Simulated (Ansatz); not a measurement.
# HfS (singlet): wave-function methods side by side at distance Hf1–S2 = 1.696 Å, def2-SVP

The task here is to estimate one member of a computed series from the others.

Computed with Ansatz 0.2.0, Gaussian basis. Level: def2-SVP, core rule «outside noble gas», up to 9 orbitals frozen.

Plan: UHF; CCSD(T) on RHF; CCSD(T) on UHF; CISD; CCSDT(Q) on RHF; CCSDT(Q) on UHF; CASSCF and MRCISD+Q, 2 electrons in 2 orbitals; CASSCF and NEVPT2, 2 electrons in 2 orbitals.

46 further runs of the same task are left out: 10 for a known fault of the program, 1 for a mislabelled method, 31 that didn't finish, 4 set aside as unsound or not needed.

## The geometry

The geometry derives from a PBE0/def2-TZVP stationary point (not a proven minimum). One bond is set to the value named and the two fragments are kept rigid. No spin-orbit coupling is included. Elements past krypton take def2 core potentials.

2 atoms, charge 0, spin multiplicity 1.

Atoms are counted from 1 here; the program's logs count them from 0.

Bond lengths: Hf1–S2 1.696 Å.

Geometry (Å):

```mol
HfS
  3D, bonds by distance, orders not assigned

  2  1  0  0  0  0  0  0  0  0999 V2000
    0.0000    0.0000    0.0000 Hf  0  0
    0.0000    0.0000    1.6960 S   0  0
  1  2  8  0
M  END
```

The first run:

The input, in.yaml:

```yaml
crystal:
  periodic: [false, false, false]
  atoms:
    - {symbol: Hf, position_ang: [0.000000, 0.000000, 0.000000]}
    - {symbol: S, position_ang: [0.000000, 0.000000, 1.696000]}
basis:
  gaussian: {orbitals: def2-SVP}
magnetization: {spin_polarized: true, initial_magnetization: 0}
hamiltonian: {xc: hf}
output: {orbitals: {seedname: orbitals}}
```

Command:

```sh
$ ansatz run in.yaml --threads 1 --pin off --events-out ev --progress --plain --max-ram 2393MiB
```

Steps of the session up to this table: UHF; CCSD(T) on RHF; CCSD(T) on UHF; CISD; CCSDT(Q) on RHF; CCSDT(Q) on UHF; CASSCF and MRCISD+Q, 2 electrons in 2 orbitals; CASSCF and NEVPT2, 2 electrons in 2 orbitals.

One of the session's tables, all rows but one given; the rest of the session is left out.

| method | from RCCSDT(Q) (kJ/mol) |
| --- | --- |
| RHF | +607.5 |
| UHF | +607.0 |
| RMP2 | +56.8 |
| RCCSD | +31.2 |
| RCCSD(T) | +2.6 |
| RCCSDT | +1.5 |
| RCCSDT(Q) | 0 |
| CASSCF pair | ? |
| NEVPT2 pair | +55.4 |
| MRCISD pair | +72.6 |
| MRCISD+Q pair | +16.3 |

**Question.** Estimate the row for CASSCF pair.

As computed: from RCCSDT(Q) (kJ/mol): +578.9. In the column «from RCCSDT(Q) (kJ/mol)» it lies between MRCISD pair (+72.6) and UHF (+607.0).

Not comparable, so not listed: CCSD(T) on UHF; CCSDT(Q) on UHF (they don't share determinant, frozen orbitals or solution with the rows shown, or repeat one).

Limits of these values: Warnings: restricted reference is unstable; spin contamination.
